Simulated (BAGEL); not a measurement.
# Si2H5OF (SMILES O[SiH2][SiH2]F): PBE0/cc-pVDZ (density fitting with qzvpp-jkfit)

What is the energy change on altering one bond length of Si2H5OF at PBE0/cc-pVDZ (density fitting with qzvpp-jkfit)? 

The calculation is run with BAGEL 1.2.2.

3 further runs of the same task are left out: 1 that didn't finish, 2 set aside as unsound or not needed.

## Step 1: The structure to begin with

The species is Si2H5OF (9 atoms), meant as a singlet with charge 0. SMILES: `O[SiH2][SiH2]F`. Geometry: relaxed at PBE0-D4/def2-TZVP. This is one conformer, not always the lowest.

Bond lengths: O1–Si2 1.651 Å, Si2–Si3 2.352 Å, Si3–F4 1.607 Å, O1–H5 0.958 Å, Si2–H6 1.494 Å, Si2–H7 1.483 Å, Si3–H8 1.488 Å, Si3–H9 1.490 Å. Some angles: O1–Si2–Si3 113.4°, Si2–Si3–F4 111.2°, O1–Si2–H6 111.7°, O1–Si2–H7 105.7°, Si3–Si2–H6 106.2°, Si3–Si2–H7 111.0°, Si2–O1–H5 118.1°, Si2–Si3–H8 110.7°, Si2–Si3–H9 111.2°, F4–Si3–H8 107.9°.

## Step 2: A single-point energy at PBE0/cc-pVDZ (density fitting with qzvpp-jkfit)

input.json reads:

```json
{ "bagel" : [

{
  "title" : "molecule",
  "basis" : "cc-pvdz.json",
  "df_basis" : "qzvpp-jkfit",
  "angstrom" : "true",
  "geometry" : [
    { "atom" : "O", "xyz" : [   -0.736600,    1.478100,   -1.289100 ] },
    { "atom" : "Si", "xyz" : [    0.519200,    0.652700,   -0.604800 ] },
    { "atom" : "Si", "xyz" : [   -0.171900,   -1.086100,    0.820800 ] },
    { "atom" : "F", "xyz" : [   -0.961500,   -2.225600,    0.008000 ] },
    { "atom" : "H", "xyz" : [   -1.388700,    1.870700,   -0.707600 ] },
    { "atom" : "H", "xyz" : [    1.385300,    1.547800,    0.220500 ] },
    { "atom" : "H", "xyz" : [    1.318300,    0.125300,   -1.737200 ] },
    { "atom" : "H", "xyz" : [    1.000300,   -1.724100,    1.479000 ] },
    { "atom" : "H", "xyz" : [   -1.090400,   -0.581300,    1.879500 ] }
  ]
},
{
  "title" : "ks",
  "xc_func" : "pbe0"
},
{
  "title" : "print",
  "file" : "orbitals.molden",
  "orbitals" : "true"
}

]}
```

The basis set cc-pVDZ is read from a file made from the Basis Set Exchange's data (not shown).

Started as:

```sh
$ BAGEL_NUM_THREADS=1 BAGEL input.json > input.out
```

Log:

```text
* using 1 threads per process

  ===============================================================
  ===============================================================

  *** Geometry ***

  { "atom" : "O", "xyz" : [     -1.391972,      2.793204,     -2.436046 ] },
  { "atom" : "Si", "xyz" : [      0.981146,      1.233424,     -1.142906 ] },
  { "atom" : "Si", "xyz" : [     -0.324844,     -2.052432,      1.551087 ] },
  { "atom" : "F", "xyz" : [     -1.816972,     -4.205774,      0.015118 ] },
  { "atom" : "H", "xyz" : [     -2.624263,      3.535111,     -1.337170 ] },
  { "atom" : "H", "xyz" : [      2.617838,      2.924918,      0.416685 ] },
  { "atom" : "H", "xyz" : [      2.491226,      0.236783,     -3.282832 ] },
  { "atom" : "H", "xyz" : [      1.890293,     -3.258077,      2.794905 ] },
  { "atom" : "H", "xyz" : [     -2.060557,     -1.098498,      3.551740 ] },

  Number of auxiliary basis functions:      500

  Since a DF basis is specified, we compute 2- and 3-index integrals:
    o Being stored without compression. Storage requirement is 0.032 GB

  Number of basis functions:       89
  Number of electrons      :       50

    * METHOD: MOLECULE                             0.27

  *** Kohn-Sham DFT ***

    * Removing 15287 points whose weight is below 1.00e-10
    * Grid points: 118867

  === Nuclear Repulsion ===
   222.2607047634

       - DIIS with orbital gradients will be used.

  === KS iteration (pbe0 / cc-pvdz.json) ===
      0       -731.88614481          0.09277189           0.50
      1       -709.25187905          0.13872357           0.49
      2       -712.70464830          0.11966531           0.43
      3       -733.64462965          0.13760871           0.50
      4       -755.89431974          0.02934531           0.43
      5       -755.96822541          0.03042229           0.43
      6       -756.68850284          0.00456141           0.46
      7       -756.69962239          0.00286107           0.47
      8       -756.70595101          0.00071198           0.49
      9       -756.70632390          0.00012686           0.48
     10       -756.70633642          0.00002925           0.43
     11       -756.70633698          0.00000696           0.43
     12       -756.70633702          0.00000322           0.42
     13       -756.70633703          0.00000073           0.43
     14       -756.70633703          0.00000026           0.42
     15       -756.70633703          0.00000016           0.42
     16       -756.70633703          0.00000003           0.42
     17       -756.70633703          0.00000001           0.42
    * SCF iteration converged.

    * Permanent dipole moment:
           (   -0.021106,    -0.569708,    -0.564185) a.u.

    * METHOD: KS                                   9.01

    * METHOD: PRINT                                0.03

  ===============================================================
```

It took 9.6 s on 1 thread of AMD EPYC 7B13 (Zen 3), shared host; peak memory 0.5 GiB.

## Step 3: The distorted shape, same level

input.json reads:

```json
{ "bagel": [

{
  "title": "molecule",
  "basis": "cc-pvdz.json",
  "df_basis": "qzvpp-jkfit",
  "angstrom": "true",
  "geometry": [
    { "atom": "O", "xyz": [      -1.429508,       0.761991,      -1.949367 ] },
    { "atom": "Si", "xyz": [      -0.173708,      -0.063409,      -1.265067 ] },
    { "atom": "Si", "xyz": [      -0.864808,      -1.802209,       0.160533 ] },
    { "atom": "F", "xyz": [      -1.654408,      -2.941709,      -0.652267 ] },
    { "atom": "H", "xyz": [      -2.081608,       1.154591,      -1.367867 ] },
    { "atom": "H", "xyz": [       1.385300,       1.547800,       0.220500 ] },
    { "atom": "H", "xyz": [       0.625392,      -0.590809,      -2.397467 ] },
    { "atom": "H", "xyz": [       0.307392,      -2.440209,       0.818733 ] },
    { "atom": "H", "xyz": [      -1.783308,      -1.297409,       1.219233 ] }
  ]
},

{ "title": "ks", "xc_func": "pbe0" },

{ "title": "print", "file": "orbitals.molden", "orbitals": "true" }

]}
```

The basis set cc-pVDZ is read from a file made from the Basis Set Exchange's data (not shown).

Started as:

```sh
$ BAGEL_NUM_THREADS=1 BAGEL input.json > input.out
```

Log:

```text
* using 1 threads per process

  ===============================================================
  ===============================================================

  *** Geometry ***

  { "atom" : "O", "xyz" : [     -2.701379,      1.439954,     -3.683770 ] },
  { "atom" : "Si", "xyz" : [     -0.328261,     -0.119826,     -2.390630 ] },
  { "atom" : "Si", "xyz" : [     -1.634250,     -3.405681,      0.303363 ] },
  { "atom" : "F", "xyz" : [     -3.126378,     -5.559024,     -1.232606 ] },
  { "atom" : "H", "xyz" : [     -3.933669,      2.181861,     -2.584894 ] },
  { "atom" : "H", "xyz" : [      2.617838,      2.924918,      0.416685 ] },
  { "atom" : "H", "xyz" : [      1.181820,     -1.116467,     -4.530556 ] },
  { "atom" : "H", "xyz" : [      0.580887,     -4.611327,      1.547181 ] },
  { "atom" : "H", "xyz" : [     -3.369964,     -2.451748,      2.304016 ] },

  Number of auxiliary basis functions:      500

  Since a DF basis is specified, we compute 2- and 3-index integrals:
    o Being stored without compression. Storage requirement is 0.032 GB

  Number of basis functions:       89
  Number of electrons      :       50

    * METHOD: MOLECULE                             0.28

  *** Kohn-Sham DFT ***

    * Removing 14560 points whose weight is below 1.00e-10
    * Grid points: 119594

  === Nuclear Repulsion ===
   218.6968510843

       - DIIS with orbital gradients will be used.

  === KS iteration (pbe0 / cc-pvdz.json) ===
      0       -732.03623742          0.09140749           0.64
      1       -708.20017825          0.13173598           0.63
      2       -716.71549457          0.17245112           0.46
      3       -744.17386258          0.08898915           0.71
      4       -747.12649554          0.09708921           0.44
      5       -756.24629221          0.01898872           0.46
      6       -756.31990750          0.01535338           0.45
      7       -756.56930694          0.00520001           0.43
      8       -756.59160129          0.00141682           0.43
      9       -756.59350663          0.00036472           0.44
     10       -756.59363154          0.00009206           0.43
     11       -756.59363830          0.00003522           0.44
     12       -756.59363950          0.00001324           0.43
     13       -756.59363969          0.00000229           0.44
     14       -756.59363969          0.00000066           0.44
     15       -756.59363969          0.00000032           0.44
     16       -756.59363969          0.00000026           0.45
     17       -756.59363969          0.00000002           0.44
     18       -756.59363969          0.00000001           0.44
     19       -756.59363969          0.00000001           0.45
    * SCF iteration converged.

    * Permanent dipole moment:
           (    0.570732,     0.048085,    -0.165742) a.u.

    * METHOD: KS                                  10.45

    * METHOD: PRINT                                0.10

  ===============================================================
```

Run time: 11 s. Hardware: 1 thread of AMD EPYC 7B13 (Zen 3), shared host; peak memory 0.51 GiB.

## Step 4: What came out

Level: PBE0/cc-pVDZ (density fitting with qzvpp-jkfit).

```
                                                          quantity          value
                                         first shape: total energy  -756.70634 Eh
                                        first shape: dipole moment         2.04 D
                                          first shape: HOMO energy       -7.77 eV
                                          first shape: LUMO energy       -0.34 eV
                                        first shape: HOMO–LUMO gap        7.43 eV
                                     distorted shape: total energy  -756.59364 Eh
                                    distorted shape: dipole moment         1.52 D
                                      distorted shape: HOMO energy       -6.79 eV
                                      distorted shape: LUMO energy       -2.59 eV
                                    distorted shape: HOMO–LUMO gap        4.20 eV
energy change with the Si2–H6 bond stretched from 1.494 to 2.689 Å       3.067 eV
```

What this shows: With the Si2–H6 bond stretched from 1.494 to 2.689 Å the energy rises by 3.07 eV (71 kcal/mol). The first shape isn't relaxed at this level, so the change isn't measured from a minimum. A restricted reference can't describe the breaking bond well at this length.
